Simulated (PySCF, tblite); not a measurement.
# C₆H₁₀Ge: geometry, infrared bands and NMR shifts

What infrared bands and NMR shifts should C₆H₁₀Ge (`CC#C[C@H]1C[CH2][GeH2]1`) show?

Programs: tblite 0.8.0 and PySCF 2.14.0, with density-fitted response routines of our own. Each step states its level of theory. These are calculated values for one molecule in the gas phase, unless marked as measured. Atoms count from 0, in the outputs and in this text.

## 1. The starting structure

17 atoms, charge 0, multiplicity 1; geometry from: force field or distance geometry start.

Bonds of the start (Å): C0–C1 1.50, C1–C2 1.19, C2–C3 1.48, C3–C4 1.53, C4–C5 1.50, C5–Ge6 1.94, Ge6–C3 1.92, C0–H7 1.10, C0–H8 1.09, C0–H9 1.10, C3–H10 1.10, C4–H11 1.10, C4–H12 1.10, C5–H13 1.12, C5–H14 1.11, Ge6–H15 1.53, Ge6–H16 1.55.

## 2. Geometry optimisation with GFN2-xTB

The job: settings as JSON, then the geometry in Å.

```
{"job": {"kind": "relax", "xc": "GFN2-xTB", "basis": "xTB"}, "charge": 0, "multiplicity": 1}
C      3.281300    -0.103200     0.320700
C      1.853400     0.237200     0.008500
C      0.721400     0.491300    -0.243900
C     -0.682500     0.826200    -0.589500
C     -1.354000    -0.418800    -1.161000
C     -1.647700    -1.010900     0.182800
Ge    -1.760800     0.742500     0.997400
H      3.408600    -1.193300     0.283100
H      3.519500     0.323600     1.296900
H      3.969000     0.345900    -0.409400
H     -0.808200     1.738500    -1.199500
H     -2.209400    -0.176300    -1.807400
H     -0.596200    -0.994000    -1.720600
H     -2.639500    -1.526100     0.214500
H     -0.807100    -1.586100     0.631100
H     -1.095200     0.940900     2.364600
H     -3.159600     1.374800     0.821900
```

Launch:

```sh
$ OMP_NUM_THREADS=1 python probes_run.py task.json out
```

One launch serves the whole session: the jobs run in the order shown.

**Question.** This job is followed by: GFN2-xTB harmonic vibrations, gas phase; GIAO PBE0/pcSseg-1 NMR shielding, non-relativistic, gas phase. Predict these results of the whole session: strongest single infrared mode (GFN2-xTB); zero-point energy (GFN2-xTB); ¹³C shifts against TMS (PBE0/pcSseg-1); ¹H shifts against TMS (PBE0/pcSseg-1, means over atoms taken as alike); ⁷³Ge shifts against GeMe4 (PBE0/pcSseg-1).

As calculated:

| quantity | value |
| --- | --- |
| strongest single infrared mode (GFN2-xTB) | 1942 cm⁻¹, 588 km/mol |
| zero-point energy (GFN2-xTB) | 82.1 kcal/mol |
| ¹³C shifts against TMS (PBE0/pcSseg-1) | 89.2, 84.9, 34.5, 26.8, 18.0, 5.4 ppm |
| ¹H shifts against TMS (PBE0/pcSseg-1, means over atoms taken as alike) | 5.02, 4.84, 2.87, 2.56, 2.48, 2.12, 2.06, 1.66 ppm |
| ⁷³Ge shifts against GeMe4 (PBE0/pcSseg-1) | -102 ppm |

In words: Relaxing lowered the energy by 0.642 eV in 62 steps; the close pair that moved most is C3–Ge6, from 1.920 to 2.019 Å. No mode is imaginary among the 45: a minimum at this level. The strongest single mode, at 1942 cm⁻¹, moves mainly H15 and H16. GFN2-xTB is a fitted tight-binding method: band positions and strengths are rough. Its intensities can rank the bands wrongly. At PBE0/pcSseg-1: The widest tensor belongs to C2: span 279 ppm, with a paramagnetic part of -162 ppm. Spin-orbit coupling is left out, which matters for shieldings and couplings at and beside the heavy atoms.
